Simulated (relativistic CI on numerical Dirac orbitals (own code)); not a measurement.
# Li⁺: one ion under different settings

Aim: see what numerical and physical settings do to the SCF, the total energy and the lowest levels of Li⁺.

Method: Dirac-Coulomb-Breit CI, KLI orbitals optimised for each configuration, model QED (radiative potential, 1s self-energy scaled to tabulated hydrogen-like ionisation energies), numerical settings as typed. Code: relativistic CI on numerical Dirac orbitals (own code) version 3.

## 1. The atom as given

| Property | Result |
| --- | --- |
| ion | Li⁺ (Li II) |
| nuclear charge | 3 |
| electrons | 2 |
| isotope | A = 7 |

## 2. Usual settings

Settings of the run:

```ini
atom Li  Z=3  charge=1  electrons=2
nucleus A=7  rms_radius_fm=2.4440
hamiltonian dirac-coulomb  breit=on  qed=on  c_scale=1
orbitals kli  potential=per-configuration
slater_scale 1
correlation none
mixing on
grid step=0.0125 r_max=34.5
scf mixing=0.4 start=green max_iterations=150 tolerance=2e-08 node_fill=0.05
configurations
  1s2
  1s 2s
end
```

The run is started by

```sh
$ python run_levels.py task.json out
```

One command runs all members of the session, one after another, from task.json.

## 3. QED terms off, node fill 0.01, end of the grid 51.75

Settings of the run:

```ini
atom Li  Z=3  charge=1  electrons=2
nucleus A=7  rms_radius_fm=2.4440
hamiltonian dirac-coulomb  breit=on  qed=off  c_scale=1
orbitals kli  potential=per-configuration
slater_scale 1
correlation none
mixing on
grid step=0.0125 r_max=51.75
scf mixing=0.4 start=green max_iterations=150 tolerance=2e-08 node_fill=0.01
configurations
  1s2
  1s 2s
end
```

## 4. Nuclear radius 3.1772

Settings of the run:

```ini
atom Li  Z=3  charge=1  electrons=2
nucleus A=7  rms_radius_fm=3.1772
hamiltonian dirac-coulomb  breit=on  qed=on  c_scale=1
orbitals kli  potential=per-configuration
slater_scale 1
correlation none
mixing on
grid step=0.0125 r_max=34.5
scf mixing=0.4 start=green max_iterations=150 tolerance=2e-08 node_fill=0.05
configurations
  1s2
  1s 2s
end
```

## 5. Tolerance 1e-05

Settings of the run:

```ini
atom Li  Z=3  charge=1  electrons=2
nucleus A=7  rms_radius_fm=2.4440
hamiltonian dirac-coulomb  breit=on  qed=on  c_scale=1
orbitals kli  potential=per-configuration
slater_scale 1
correlation none
mixing on
grid step=0.0125 r_max=34.5
scf mixing=0.4 start=green max_iterations=150 tolerance=1e-05 node_fill=0.05
configurations
  1s2
  1s 2s
end
```

## 6. Node fill 0.2, Breit term off

Settings of the run:

```ini
atom Li  Z=3  charge=1  electrons=2
nucleus A=7  rms_radius_fm=2.4440
hamiltonian dirac-coulomb  breit=off  qed=on  c_scale=1
orbitals kli  potential=per-configuration
slater_scale 1
correlation none
mixing on
grid step=0.0125 r_max=34.5
scf mixing=0.4 start=green max_iterations=150 tolerance=2e-08 node_fill=0.2
configurations
  1s2
  1s 2s
end
```

## 7. Tolerance 1e-14

Settings of the run:

```ini
atom Li  Z=3  charge=1  electrons=2
nucleus A=7  rms_radius_fm=2.4440
hamiltonian dirac-coulomb  breit=on  qed=on  c_scale=1
orbitals kli  potential=per-configuration
slater_scale 1
correlation none
mixing on
grid step=0.0125 r_max=34.5
scf mixing=0.4 start=green max_iterations=89 tolerance=1e-14 node_fill=0.05
configurations
  1s2
  1s 2s
end
```

(Steps that only read results are left out.)

What does the calculation give? Wanted: lowest level, usual settings; total energy; first excitation.

The runs gave:

| setting | total energy less usual (Ha) | largest shift of a level among the lowest eight of both runs, same label and place (cm⁻¹) | SCF iterations | time | lowest level | kind of change |
| --- | --- | --- | --- | --- | --- | --- |
| usual | 0 | 0 | 17 | 0.072 s | 1s2 1S0 | - |
| QED terms off, node fill 0.01, end of the grid 51.75 | -0.000115 | 57.5 | 17 | 0.019 s | 1s2 1S0 | model term |
| nuclear radius 3.1772 | -2.7e-07 | 0.0207 | 17 | 0.067 s | 1s2 1S0 | unphysical constant |
| tolerance 1e-05 | 0 | 0.0635 | 13 | 0.065 s | 1s2 1S0 | numerical |
| node fill 0.2, Breit term off | -0.000258 | 194 | 17 | 0.068 s | 1s2 1S0 | model term |
| tolerance 1e-14 | 0 | 0 | 25 | 0.069 s | 1s2 1S0 | extreme, harmless here |

| quantity | value |
| --- | --- |
| lowest level, usual settings | 1s2 1S0 |
| total energy | -7.2368 Ha |
| first excitation | 467181 cm⁻¹ |

In words: Among the runs whose levels can be followed, they move most under «node fill 0.2, Breit term off» (model term), by up to 194 cm⁻¹. No visible change in the result comes from «nuclear radius 3.1772» or «tolerance 1e-05» or «tolerance 1e-14». Only the listed configurations are in the model. Near neutrality, missing correlation can shift configurations against each other by thousands of cm⁻¹.
